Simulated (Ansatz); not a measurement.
# ZnSe: a single-point run

Aim: a sound single-point run of ZnSe. The structure is shown as the input types it.

Method: density functional or hybrid calculation with the settings of its input, plane waves (as first typed), in Ansatz 0.2.0.

1 further run of the same task is left out (it didn't finish).

### 1 Starting point

It takes space group F-43m (No. 216, cubic). The conventional cell has a = 5.665 Å, b = 5.665 Å, c = 5.665 Å, α = 90.00°, β = 90.00°, γ = 90.00°. Zn (site symmetry -43m) is surrounded by 4 Se at 2.45 Å. Se (site symmetry -43m) has 4 Zn at 2.45 Å as nearest neighbours.

Structure file:

```
Zn Se
1.0
     0.00000    2.83242    2.83242
     2.83242    0.00000    2.83242
     2.83242    2.83242    0.00000
Zn Se
1 1
Direct
  0.00000 0.00000 0.00000
  0.25000 0.25000 0.25000
```

### 2 Input and run

Input file input.yaml:

```yaml
crystal:
  lattice:
    - [0.0, 2.8324246788, 2.8324246788]
    - [2.8324246788, 0.0, 2.8324246788]
    - [2.8324246788, 2.8324246788, 0.0]
  atoms:
    - { symbol: Zn, position: [0.0, 0.0, 0.0] }
    - { symbol: Se, position: [0.25, 0.25, 0.25] }
kpoints:
  mp_grid: { grid: [6, 6, 6] }
hamiltonian:
  xc: pbe
scf:
  occupations: { method: fixed }
  n_extra_bands: 4
  convergence: { dr2_threshold: 1.0 }
  max_iter: 91
output:
  forces: true
  stress: true
  eigenvalues: true
```

Command:

```
> ansatz run input.yaml --threads 4 --pin off --max-ram 3686MiB --backend cpu --events-out ev --progress --plain --runs-dir out
```

Q: Will this input give a usable result? If not, why, and what should change?

This run ends as converged, with warnings (force scf threshold loose, stress scf threshold loose). Its log warns: «scf.convergence.dr2_threshold = 1e0 eV is looser than this run's default, which is 1e-7 eV or tighter. The error in the forces grows as the threshold's square root ...»

The threshold asked is loose, but the program put off the close and ended at dr2 = 4.9e-9, so little accuracy was lost here.

Run again and compare: delete scf.convergence.dr2_threshold (the default then holds).
